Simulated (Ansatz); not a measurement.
# TlSn: the cost of one run

Program: Ansatz 0.2.0. Level of theory: DFT r2SCAN, scalar-relativistic, plane waves, PAW. These are calculated values, not measurements.

## Step 1: Starting point

It takes space group P4/mmm (No. 123, tetragonal). The conventional cell has a = 3.615 Å, b = 3.615 Å, c = 4.375 Å, α = 90.00°, β = 90.00°, γ = 90.00°. Around Tl (site symmetry 4/mmm) lie 8 Sn at 3.36 Å and 4 Tl at 3.61 Å. Sn (site symmetry 4/mmm) is surrounded by 8 Tl at 3.36 Å and 4 Sn at 3.61 Å.

As a file:

```
Tl Sn
1.0
     3.61473    0.00000    0.00000
     0.00000    3.61473    0.00000
     0.00000    0.00000    4.37500
Tl Sn
1 1
Direct
  0.00000 0.00000 0.00000
  0.50000 0.50000 0.50000
```

No relaxation comes first: the listed cell is the starting point.

## Step 2: The reference cell

Reference values: F = -17496.9066 eV; pressure 0.14 GPa; largest force 0.000 eV/Å; gap on the mesh none (metal). It was computed beforehand with the settings of the runs below.

## Step 3: Setting up shifting one sublattice

Every Sn atom is moved by x along the Cartesian unit vector (0.000, 0.000, -1.000); the cell and all other atoms stay fixed. Forces below are components along that vector, summed over the moved atoms.

## Step 4: At x = -0.200 Å

Contents of input.yaml:

```yaml
crystal:
  lattice:
    - [3.6147298654, 0.0, 0.0]
    - [0.0, 3.6147298654, 0.0]
    - [0.0, 0.0, 4.375]
  atoms:
    - { symbol: Tl, position: [0.0, 0.0, 0.0] }
    - { symbol: Sn, position: [0.5, 0.5, 0.5457142857] }
basis:
  ecutwfc: 500
kpoints:
  mp_grid: { grid: [14, 14, 12] }
hamiltonian:
  xc: r2scan
scf:
  occupations: { method: gaussian, width: 0.15 }
output:
  forces: true
  stress: true
  eigenvalues: true
```

Launch:

```sh
$ ansatz run input.yaml --threads 1 --pin off --max-ram 2560MiB --backend cpu --events-out ev --progress --plain --runs-dir out
```

What time and memory should one allow on 1 thread of Arm Neoverse V1, shared host?

About 57 s, with a peak of 0.66 GiB.
